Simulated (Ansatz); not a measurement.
# P: the cost of one run

Method: DFT r2SCAN, scalar-relativistic, plane waves, PAW, in Ansatz 0.2.0.

## Step 1: The starting structure

It takes space group P4/nmm (No. 129, tetragonal). The conventional cell has a = 9.200 Å, b = 9.200 Å, c = 7.400 Å, α = 90.00°, β = 90.00°, γ = 90.00°.

As a file:

```
P
1.0
     9.20000    0.00000    0.00000
     0.00000    9.20000    0.00000
     0.00000    0.00000    7.40000
P
4
Direct
  0.50000 0.50000 0.00000
  0.00000 0.00000 0.00000
  0.00000 0.50000 0.62500
  0.50000 0.00000 0.37500
```

Source of the structure: the Materials Project (structure only).

(A quick probe on a coarse mesh, which set the mesh and smearing, is not shown.)

## Step 3: Full relaxation

Contents of input.yaml:

```yaml
crystal:
  lattice:
    - [9.2, 0.0, 0.0]
    - [0.0, 9.2, 0.0]
    - [0.0, 0.0, 7.4]
  atoms:
    - { symbol: P, position: [0.5, 0.5, 0.0], spin: 3.21 }
    - { symbol: P, position: [0.0, 0.0, 0.0], spin: 3.21 }
    - { symbol: P, position: [0.0, 0.5, 0.625], spin: 3.21 }
    - { symbol: P, position: [0.5, 0.0, 0.375], spin: 3.21 }
basis:
  ecutwfc: 500
kpoints:
  mp_grid: { grid: [4, 4, 4] }
hamiltonian:
  xc: r2scan
scf:
  occupations: { method: gaussian, width: 0.02 }
output:
  forces: true
  stress: true
  eigenvalues: true
  populations: true
magnetization:
  spin_polarized: true
relax:
  adjacent_minimum: "off"
  f_tol: 0.005
  max_steps: 80
  cell: { stress_tol: 0.05 }
```

Started as:

```
ansatz run input.yaml --threads 1 --pin off --max-ram 2560MiB --backend cpu --events-out ev --progress --plain --runs-dir out
```

Q: Estimate wall time and peak memory on 1 thread of Intel Xeon Platinum 8488C (Sapphire Rapids), shared host.

About 2.8 min, with a peak of 2.2 GiB.
